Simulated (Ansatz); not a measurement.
# FH3OSiZn: the cost of one run

Program: Ansatz 0.2.0, Gaussian basis. Level of theory: the settings change from run to run. These are calculated values, not measurements.

### Step 1. The geometry

An earlier PBE0-D4 in a triple-zeta def2 set relaxation fixed the geometry.

7 atoms, charge 0, spin multiplicity 1.

Atoms are counted from 1 here; the program's logs count them from 0.

Bond lengths: O1–Si2 1.629 Å, O1–H5 0.961 Å, Si2–F3 1.598 Å, Si2–H6 1.475 Å, Si2–H7 1.482 Å. Angles: Si2–O1–H5 117.9°, O1–Si2–F3 111.0°, O1–Si2–H6 106.4°, O1–Si2–H7 112.0°, F3–Si2–H6 108.1°, F3–Si2–H7 105.9°, H6–Si2–H7 113.5°.

### Step 2. BHLYP/x2c-TZVPPall

Options: a grid of angular degree 47, D3(BJ) with three-body dispersion, high accuracy.

Input file in.yaml:

```yaml
crystal:
  periodic: [false, false, false]
  atoms:
    - {symbol: O, position_ang: [-0.872254, 0.307764, 0.886708]}
    - {symbol: Si, position_ang: [0.685325, 0.224027, 0.415830]}
    - {symbol: F, position_ang: [1.119498, -1.288447, 0.139182]}
    - {symbol: Zn, position_ang: [-1.729882, -1.125640, -2.406599]}
    - {symbol: H, position_ang: [-1.551088, 0.129455, 0.230679]}
    - {symbol: H, position_ang: [1.489331, 0.733193, 1.542375]}
    - {symbol: H, position_ang: [0.920270, 0.951649, -0.853874]}
basis:
  gaussian: {orbitals: x2c-TZVPPall, final_grid: {core_spheres: 20, valence_spheres: 16, degree: 47}}
hamiltonian: {xc: {name: BHLYP}, dispersion: d3bjatm}
accuracy: high
output: {forces: true}
```

Launch:

```sh
> ansatz run in.yaml --threads 4 --pin off --events-out ev --progress --plain --max-ram 10444MiB
```

What time and memory should one allow on 4 threads of Intel Xeon 6975P-C, shared host?

About 6 s, with a peak of 1.1 GiB.
